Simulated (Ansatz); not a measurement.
# LuSb: the cost of one run

Program: Ansatz 0.2.0. Level of theory: DFT r2SCAN, scalar-relativistic, plane waves, PAW. These are calculated values, not measurements.

**1. The starting structure**

Symmetry: Fm-3m, No. 225, cubic system. Conventional cell: a = 6.079 Å, b = 6.079 Å, c = 6.079 Å, α = 90.00°, β = 90.00°, γ = 90.00°. Lu (site symmetry m-3m) has 6 Sb at 3.04 Å as nearest neighbours. Around Sb (site symmetry m-3m) lie 6 Lu at 3.04 Å.

Coordinates:

```
Lu Sb
1.0
     0.00000    3.03933    3.03933
     3.03933    0.00000    3.03933
     3.03933    3.03933    0.00000
Lu Sb
1 1
Direct
  0.00000 0.00000 0.00000
  0.50000 0.50000 0.50000
```

The structure comes from the Materials Project (structure only).

(A quick probe on a coarse mesh, which set the mesh and smearing, is not shown.)

**3. Relaxing cell and atoms**

Input file input.yaml:

```yaml
crystal:
  lattice:
    - [0.0, 3.0393308489, 3.0393308489]
    - [3.0393308489, 0.0, 3.0393308489]
    - [3.0393308489, 3.0393308489, 0.0]
  atoms:
    - { symbol: Lu, position: [0.0, 0.0, 0.0] }
    - { symbol: Sb, position: [0.5, 0.5, 0.5] }
basis:
  ecutwfc: 500
kpoints:
  mp_grid: { grid: [12, 12, 12] }
hamiltonian:
  xc: r2scan
scf:
  occupations: { method: gaussian, width: 0.1 }
output:
  forces: true
  stress: true
  eigenvalues: true
relax:
  adjacent_minimum: "off"
  f_tol: 0.005
  max_steps: 80
  cell: { stress_tol: 0.05 }
```

The run is started by

```sh
ansatz run input.yaml --threads 1 --pin off --max-ram 2560MiB --backend cpu --events-out ev --progress --plain --runs-dir out
```

Q: Estimate wall time and peak memory on 1 thread of Intel Xeon at 2.50GHz (Skylake/Cascade Lake), shared host.

About 80 s, with a peak of 0.6 GiB.
